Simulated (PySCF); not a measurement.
# TeH₂: one geometry, several methods

How much do the numbers for TeH₂ (singlet) hang on the method? All levels run at one geometry, the PBE0 minimum.

Method: several methods, basis Te x2c-TZVPall, H x2c-TZVPall, spin-free X2C, no spin–orbit coupling, density fitting; program: PySCF 2.14.0.

## Step 1: Where the work starts

3 atoms, charge 0, spin multiplicity 1.

Bond lengths: Te1–H2 1.657 Å, Te1–H3 1.657 Å. Angles: H2–Te1–H3 90.1°.

Coordinates in bohr (charge 0 multiplicity 1):
```
Te    0.0000    0.0000   -0.0338
H     2.2165    0.0000    2.1791
H    -2.2165    0.0000    2.1791
```

## Step 2: Density, ELF and potential

The plane holds Te1 at (0.00, 0.00), H2 at (1.66, 0.00), H3 at (0.00, 1.66) Å. Columns run from x = -1.95 to 4.05 Å, rows from y = 4.05 (top) to -1.95 Å, in steps of 0.3 Å.

Density (cut at 5 e/Å³):

Ten steps from '0' (0.000 e/Å³) to '9' (5.000 e/Å³), finer at the low end (step k begins (100^(k/10) - 1)/99 of the way up):
```
000000000000000000000
000000000000000000000
000000000000000000000
000000000000000000000
000000000000000000000
000001111000000000000
000012332100000000000
000124554210000000000
000135775310000000000
001235665321000000000
001245665432110000000
002346776543321000000
012469999655542100000
013579999766753100000
013579999766753100000
013469999655542100000
012356776443321000000
001234554322110000000
000123332211000000000
000011111000000000000
000000000000000000000
```

ELF (0 where the density is under 0.005 e/Å³):

Ten even steps from '0' (0.00) to '9' (1.00):
```
000000000000000000000
000000000000000000000
000000000000000000000
000000000000000000000
000079999600000000000
000699999950000000000
003899999971000000000
003899999961000000000
002799999951000000000
001489999721111000000
001356666422577500000
012332221247999960000
134424774169999990000
246427447269999990000
356527447269999990000
367634774269999990000
357753222358999970000
256776544334788600000
135677664211233000000
013556543100000000000
001233321000000000000
```

Electrostatic potential (cut at 20 V):

Ten steps from '0' (0.04 V) to '9' (20.00 V), finer at the low end (step k begins (100^(k/10) - 1)/99 of the way up):
```
000000000000000000000
001111111100000000000
011111111110000000000
111122222111000000000
111223333221100000000
112234554321110000000
122346776432111000000
223457997532111100000
233468998643211110000
334568998654322111000
345679999765433221100
456899999976654321110
457899999998876432110
457999999999997532110
457999999999997532110
356899999998876432110
345799999976654322110
234678998865443221110
123456777654332211110
112345555543322111100
011233444433221111000
```

Along Te1–H2 (1.657 Å) the density is least, 0.92 e/Å³, about 1.08 Å from Te1; ELF there is 0.76.

Making the fields needed 2.1 s of wall time on 2 threads of Intel Xeon Platinum 8488C (Sapphire Rapids), shared host.

## Step 3: PBE0

The steps are one call of a driver around PySCF; scf.py gives each level's set-up. Each SCF starts from the density of the minimum. The driver also runs the species with one electron less or more at the same geometry; their logs are not shown.

Input file scf.py:

```python
from pyscf import gto, scf, dft
mol = gto.M(atom='''
Te     0.000000     0.000000    -0.017892
H      1.172937    -0.000000     1.153113
H     -1.172937     0.000000     1.153113''',
    basis={'Te': 'x2c-TZVPall', 'H': 'x2c-TZVPall'},
    nucmod='G',
    charge=0, spin=0)
mf = dft.RKS(mol, xc='PBE0')
mf.grids.atom_grid = (75, 302)
aux = {'Te': 'AutoAux', 'H': 'AutoAux'}  # AutoAux: made from the orbital basis by basis_set_exchange (get_aux=1)
mf = mf.density_fit(auxbasis=aux).sfx2c1e()
mf.conv_tol = 1e-08
mf.diis_space = 10
mf.max_cycle = 60
mf.verbose = 4
mf.kernel()
```

Command:

```console
> OMP_NUM_THREADS=2 python axn.py task.json out
```

What it wrote:

```text
init E= -6794.56296066254
  HOMO = -0.239886192474755  LUMO = -0.0215222563730536  gap/eV = 5.94199
cycle= 1 E= -6794.56296066254  delta_E= -5.46e-12  |g|= 7.12e-06  |ddm|= 8.89e-06
  HOMO = -0.239886089556722  LUMO = -0.0215221918630456  gap/eV = 5.94198
Extra cycle  E= -6794.56296066254  delta_E= 5.46e-12  |g|= 7.94e-06  |ddm|= 1.01e-05
converged SCF energy = -6794.56296066254
```

This level, with the species of one electron less or more, took 2.9 s.

```
energy                        : -6794.562961 Eh
one electron less (charge +1) : -6794.232451 Eh (doublet, ⟨S²⟩ 0.75)
Mulliken charge of Te1        : -0.16 e
```

## Step 4: HF

Changes to scf.py since step 3:

```diff
@@ -9,2 +9 @@
-mf = dft.RKS(mol, xc='PBE0')
-mf.grids.atom_grid = (75, 302)
+mf = scf.RHF(mol)
```

What it wrote, cut to the lines that bear on the results:

```text
[... the frontier levels of the middle cycles are left out ...]
init E= -6791.99050355564
  HOMO = -0.315449323369587  LUMO = 0.0999590025609395  gap/eV = 11.30384
cycle= 1 E= -6792.0004144296  delta_E= -0.00991  |g|= 0.0388  |ddm|= 0.287
  HOMO = -0.325035078450302  LUMO = 0.095131058835866  gap/eV = 11.43330
cycle= 2 E= -6792.00082898957  delta_E= -0.000415  |g|= 0.012  |ddm|= 0.0542
  HOMO = -0.32405128911337  LUMO = 0.0964180650427914  gap/eV = 11.44155
cycle= 3 E= -6792.00087676  delta_E= -4.78e-05  |g|= 0.00569  |ddm|= 0.0243
cycle= 4 E= -6792.00088308278  delta_E= -6.32e-06  |g|= 0.000963  |ddm|= 0.00539
cycle= 5 E= -6792.00088394768  delta_E= -8.65e-07  |g|= 0.000198  |ddm|= 0.00245
cycle= 6 E= -6792.00088398321  delta_E= -3.55e-08  |g|= 4.39e-05  |ddm|= 0.000587
cycle= 7 E= -6792.00088398402  delta_E= -8.09e-10  |g|= 1.35e-05  |ddm|= 9.39e-05
  HOMO = -0.324744292556373  LUMO = 0.0963987514340148  gap/eV = 11.45989
Extra cycle  E= -6792.00088398408  delta_E= -5.82e-11  |g|= 6.81e-06  |ddm|= 2.81e-05
converged SCF energy = -6792.00088398408
```

This level, with the species of one electron less or more, took 1 s.

```
energy                        : -6792.000884 Eh
one electron less (charge +1) : -6791.704920 Eh (doublet, ⟨S²⟩ 0.76)
Mulliken charge of Te1        : -0.12 e
```

## Step 5: PBE

Changes to scf.py since step 4:

```diff
@@ -9 +9,2 @@
-mf = scf.RHF(mol)
+mf = dft.RKS(mol, xc='PBE')
+mf.grids.atom_grid = (75, 302)
```

What it wrote:

```text
init E= -6794.47332351498
  HOMO = -0.199722396795224  LUMO = -0.0524812873957304  gap/eV = 4.00663
cycle= 1 E= -6794.47460622306  delta_E= -0.00128  |g|= 0.0225  |ddm|= 0.134
  HOMO = -0.200294675142209  LUMO = -0.0525464738441585  gap/eV = 4.02043
cycle= 2 E= -6794.47460455027  delta_E= 1.67e-06  |g|= 0.0156  |ddm|= 0.0219
  HOMO = -0.199640196791692  LUMO = -0.0522370261937903  gap/eV = 4.01104
cycle= 3 E= -6794.47462310356  delta_E= -1.86e-05  |g|= 0.00496  |ddm|= 0.0174
  HOMO = -0.200026447798634  LUMO = -0.0524552425208974  gap/eV = 4.01562
cycle= 4 E= -6794.47462782443  delta_E= -4.72e-06  |g|= 0.00112  |ddm|= 0.00686
  HOMO = -0.199997928417323  LUMO = -0.0524528641090111  gap/eV = 4.01491
cycle= 5 E= -6794.47462814769  delta_E= -3.23e-07  |g|= 0.000156  |ddm|= 0.00115
  HOMO = -0.199973520017999  LUMO = -0.0524385013695417  gap/eV = 4.01463
cycle= 6 E= -6794.4746281527  delta_E= -5.01e-09  |g|= 2.28e-05  |ddm|= 0.000262
  HOMO = -0.199975666710704  LUMO = -0.0524374777215095  gap/eV = 4.01472
Extra cycle  E= -6794.47462815245  delta_E= 2.5e-10  |g|= 3.94e-05  |ddm|= 8.11e-05
converged SCF energy = -6794.47462815245
```

This level, with the species of one electron less or more, took 5.6 s.

```
energy                        : -6794.474628 Eh
one electron less (charge +1) : -6794.145353 Eh (doublet, ⟨S²⟩ 0.75)
Mulliken charge of Te1        : -0.14 e
```

## Step 6: B3LYP

Changes to scf.py since step 5:

```diff
@@ -9 +9 @@
-mf = dft.RKS(mol, xc='PBE')
+mf = dft.RKS(mol, xc='B3LYP')
```

What it wrote:

```text
init E= -6794.99200890431
  HOMO = -0.229049065797978  LUMO = -0.0296563536761605  gap/eV = 5.42575
cycle= 1 E= -6794.99263439721  delta_E= -0.000625  |g|= 0.0175  |ddm|= 0.118
  HOMO = -0.232231908403921  LUMO = -0.0308625710459769  gap/eV = 5.47954
cycle= 2 E= -6794.99262813819  delta_E= 6.26e-06  |g|= 0.0184  |ddm|= 0.0428
  HOMO = -0.230694524216481  LUMO = -0.030150287280001  gap/eV = 5.45709
cycle= 3 E= -6794.9926835556  delta_E= -5.54e-05  |g|= 0.00195  |ddm|= 0.0216
  HOMO = -0.230692081468771  LUMO = -0.030213578312156  gap/eV = 5.45530
cycle= 4 E= -6794.99268396086  delta_E= -4.05e-07  |g|= 0.000486  |ddm|= 0.00123
  HOMO = -0.230729942273513  LUMO = -0.0302503147524639  gap/eV = 5.45533
cycle= 5 E= -6794.99268398325  delta_E= -2.24e-08  |g|= 0.000105  |ddm|= 0.0005
  HOMO = -0.230738194745594  LUMO = -0.0302501279181228  gap/eV = 5.45556
cycle= 6 E= -6794.99268398703  delta_E= -3.78e-09  |g|= 1.29e-05  |ddm|= 0.000149
  HOMO = -0.230735230118502  LUMO = -0.0302483769645666  gap/eV = 5.45553
Extra cycle  E= -6794.99268398702  delta_E= 9.09e-12  |g|= 1.78e-05  |ddm|= 4.11e-05
converged SCF energy = -6794.99268398702
```

This level, with the species of one electron less or more, needed 3.9 s of wall time on 2 threads of Intel Xeon Platinum 8488C (Sapphire Rapids), shared host.

```
energy                        : -6794.992684 Eh
one electron less (charge +1) : -6794.659593 Eh (doublet, ⟨S²⟩ 0.75)
Mulliken charge of Te1        : -0.10 e
```

## Step 7: r2SCAN

Changes to scf.py since step 6:

```diff
@@ -9,2 +9,2 @@
-mf = dft.RKS(mol, xc='B3LYP')
-mf.grids.atom_grid = (75, 302)
+mf = dft.RKS(mol, xc='R2SCAN')
+mf.grids.atom_grid = (90, 434)
```

What it wrote:

```text
init E= -6794.92533903992
  HOMO = -0.209807099179963  LUMO = -0.0451102134867218  gap/eV = 4.48163
cycle= 1 E= -6794.92601178109  delta_E= -0.000673  |g|= 0.0235  |ddm|= 0.0842
  HOMO = -0.211660172074538  LUMO = -0.0463382970518955  gap/eV = 4.49864
cycle= 2 E= -6794.92600690594  delta_E= 4.88e-06  |g|= 0.0228  |ddm|= 0.0374
  HOMO = -0.210222752497691  LUMO = -0.0454530140783636  gap/eV = 4.48361
cycle= 3 E= -6794.92605579253  delta_E= -4.89e-05  |g|= 0.00146  |ddm|= 0.0222
  HOMO = -0.210374485103271  LUMO = -0.0455263021881311  gap/eV = 4.48575
cycle= 4 E= -6794.9260564448  delta_E= -6.52e-07  |g|= 0.00048  |ddm|= 0.0023
  HOMO = -0.210393173395438  LUMO = -0.0455385907993571  gap/eV = 4.48592
cycle= 5 E= -6794.92605648102  delta_E= -3.62e-08  |g|= 6.29e-05  |ddm|= 0.000332
  HOMO = -0.210385341466612  LUMO = -0.0455370221282647  gap/eV = 4.48575
cycle= 6 E= -6794.92605648253  delta_E= -1.51e-09  |g|= 8.88e-06  |ddm|= 0.000108
  HOMO = -0.210384325858444  LUMO = -0.0455356440758862  gap/eV = 4.48576
Extra cycle  E= -6794.92605648252  delta_E= 1.27e-11  |g|= 1.2e-05  |ddm|= 2.35e-05
converged SCF energy = -6794.92605648252
```

This level, with the species of one electron less or more, took 12 s.

* energy: -6794.926056 Eh
* one electron less (charge +1): -6794.595906 Eh (doublet, ⟨S²⟩ 0.76)
* Mulliken charge of Te1: -0.15 e

## Step 8: TPSSh

Changes to scf.py since step 7:

```diff
@@ -9 +9 @@
-mf = dft.RKS(mol, xc='R2SCAN')
+mf = dft.RKS(mol, xc='TPSSH')
```

What it wrote:

```text
init E= -6794.64376699956
  HOMO = -0.218609418710976  LUMO = -0.0378632822271564  gap/eV = 4.91835
cycle= 1 E= -6794.64405959903  delta_E= -0.000293  |g|= 0.0327  |ddm|= 0.0804
  HOMO = -0.222411879514385  LUMO = -0.038942497052224  gap/eV = 4.99246
cycle= 2 E= -6794.6440136842  delta_E= 4.59e-05  |g|= 0.0356  |ddm|= 0.0697
  HOMO = -0.219710581813781  LUMO = -0.0375566776147157  gap/eV = 4.95666
cycle= 3 E= -6794.64419878404  delta_E= -0.000185  |g|= 0.00357  |ddm|= 0.0399
  HOMO = -0.219751841381843  LUMO = -0.0376363580575991  gap/eV = 4.95561
cycle= 4 E= -6794.6442005022  delta_E= -1.72e-06  |g|= 0.000501  |ddm|= 0.00253
  HOMO = -0.219794920509022  LUMO = -0.0376852431460248  gap/eV = 4.95546
cycle= 5 E= -6794.6442005325  delta_E= -3.03e-08  |g|= 9.4e-05  |ddm|= 0.000527
  HOMO = -0.219799464529257  LUMO = -0.0376832619136964  gap/eV = 4.95563
cycle= 6 E= -6794.64420053579  delta_E= -3.29e-09  |g|= 6.56e-06  |ddm|= 0.000129
  HOMO = -0.219796715999705  LUMO = -0.0376812002800989  gap/eV = 4.95562
Extra cycle  E= -6794.64420053579  delta_E=    0  |g|= 8.39e-06  |ddm|= 2.57e-05
converged SCF energy = -6794.64420053579
```

This level, with the species of one electron less or more, took 9.7 s.

```
energy                        : -6794.644201 Eh
one electron less (charge +1) : -6794.313420 Eh (doublet, ⟨S²⟩ 0.75)
Mulliken charge of Te1        : -0.13 e
```

## Step 9: M06-2X

Changes to scf.py since step 8:

```diff
@@ -9 +9 @@
-mf = dft.RKS(mol, xc='TPSSH')
+mf = dft.RKS(mol, xc='M062X')
```

What it wrote:

```text
init E= -6795.46725163834
  HOMO = -0.278809272383096  LUMO = 0.0113890788329502  gap/eV = 7.89670
cycle= 1 E= -6795.46935815177  delta_E= -0.00211  |g|= 0.0231  |ddm|= 0.185
  HOMO = -0.280962155395905  LUMO = 0.0102371424355888  gap/eV = 7.92394
cycle= 2 E= -6795.46940407197  delta_E= -4.59e-05  |g|= 0.0103  |ddm|= 0.0371
  HOMO = -0.281321758755033  LUMO = 0.0100853947982328  gap/eV = 7.92959
cycle= 3 E= -6795.46941403873  delta_E= -9.97e-06  |g|= 0.0034  |ddm|= 0.00913
  HOMO = -0.281097062746161  LUMO = 0.0102675781668074  gap/eV = 7.92844
cycle= 4 E= -6795.46941561136  delta_E= -1.57e-06  |g|= 0.00049  |ddm|= 0.00427
  HOMO = -0.2811573340316  LUMO = 0.0102464252298486  gap/eV = 7.92950
cycle= 5 E= -6795.46941566759  delta_E= -5.62e-08  |g|= 0.000106  |ddm|= 0.000788
  HOMO = -0.281167048830969  LUMO = 0.0102425360253058  gap/eV = 7.92966
cycle= 6 E= -6795.46941566963  delta_E= -2.04e-09  |g|= 2.92e-05  |ddm|= 0.000136
  HOMO = -0.281158870875614  LUMO = 0.0102476262640088  gap/eV = 7.92957
Extra cycle  E= -6795.46941566976  delta_E= -1.33e-10  |g|= 2.41e-05  |ddm|= 5.89e-05
converged SCF energy = -6795.46941566976
```

This level, with the species of one electron less or more, took 11 s.

| Property | Result |
| --- | --- |
| energy | -6795.469416 Eh |
| one electron less (charge +1) | -6795.144977 Eh (doublet, ⟨S²⟩ 0.76) |
| Mulliken charge of Te1 | -0.18 e |

## Step 10: BHandHLYP

Changes to scf.py since step 9:

```diff
@@ -9,2 +9,2 @@
-mf = dft.RKS(mol, xc='M062X')
-mf.grids.atom_grid = (90, 434)
+mf = dft.RKS(mol, xc='BHANDHLYP')
+mf.grids.atom_grid = (75, 302)
```

What it wrote:

```text
init E= -6794.90257495133
  HOMO = -0.26956116748342  LUMO = 0.0127755391442918  gap/eV = 7.68277
cycle= 1 E= -6794.90347475525  delta_E= -0.0009  |g|= 0.012  |ddm|= 0.0831
  HOMO = -0.273395556262189  LUMO = 0.0109658056796433  gap/eV = 7.73787
cycle= 2 E= -6794.90349979802  delta_E= -2.5e-05  |g|= 0.00593  |ddm|= 0.0265
  HOMO = -0.272176659006058  LUMO = 0.0117237727032813  gap/eV = 7.72532
cycle= 3 E= -6794.90350587026  delta_E= -6.07e-06  |g|= 0.00262  |ddm|= 0.0102
  HOMO = -0.272323271830439  LUMO = 0.0116705958126047  gap/eV = 7.72787
cycle= 4 E= -6794.90350663529  delta_E= -7.65e-07  |g|= 0.000321  |ddm|= 0.00224
  HOMO = -0.272379993917073  LUMO = 0.0116596595160177  gap/eV = 7.72911
cycle= 5 E= -6794.90350666212  delta_E= -2.68e-08  |g|= 0.000116  |ddm|= 0.000472
  HOMO = -0.272387894395336  LUMO = 0.011657862142329  gap/eV = 7.72928
cycle= 6 E= -6794.90350666443  delta_E= -2.31e-09  |g|= 2.25e-05  |ddm|= 0.000138
  HOMO = -0.272383557260976  LUMO = 0.0116605647648913  gap/eV = 7.72923
Extra cycle  E= -6794.90350666449  delta_E= -6.09e-11  |g|= 2.14e-05  |ddm|= 4.27e-05
converged SCF energy = -6794.90350666449
```

This level, with the species of one electron less or more, needed 4.3 s of wall time on 2 threads of Intel Xeon Platinum 8488C (Sapphire Rapids), shared host.

```
energy                        : -6794.903507 Eh
one electron less (charge +1) : -6794.575265 Eh (doublet, ⟨S²⟩ 0.75)
Mulliken charge of Te1        : -0.11 e
```

## Step 11: The ladder

| level | vertical ionisation energy (eV) | −ε(HOMO) (eV) | gap (eV) | dipole (D) | wall time |
| --- | --- | --- | --- | --- | --- |
| PBE0 | 8.99 | 6.53 | 5.94 | 0.24 | 2.9 s |
| HF | 8.05 | 8.84 | 11.46 | 0.24 | 1 s |
| PBE | 8.96 | 5.44 | 4.01 | 0.19 | 5.6 s |
| B3LYP | 9.06 | 6.28 | 5.46 | 0.15 | 3.9 s |
| r2SCAN | 8.98 | 5.72 | 4.49 | 0.26 | 12 s |
| TPSSh | 9.00 | 5.98 | 4.96 | 0.18 | 9.7 s |
| M06-2X | 8.83 | 7.65 | 7.93 | 0.22 | 11 s |
| BHandHLYP | 8.93 | 7.41 | 7.73 | 0.19 | 4.3 s |

Times are for 2 threads of Intel Xeon Platinum 8488C (Sapphire Rapids), shared host; PBE0 starts from its own converged density, so its time is not comparable. A dash stands where a species or a free atom was not run at that level, or the quantity is not defined.

## Step 12: Summary of results

| quantity | value |
| --- | --- |
| vertical ionisation energy, range | 8.05 (HF) to 9.06 (B3LYP) eV |
| orbital gap, range | 4.01 (PBE) to 11.46 (HF) eV |

What this shows: The vertical ionisation energy spreads over 1.01 eV, from HF to B3LYP; without a CCSD(T) value for it there is no yardstick here.  Spin–orbit coupling is left out.
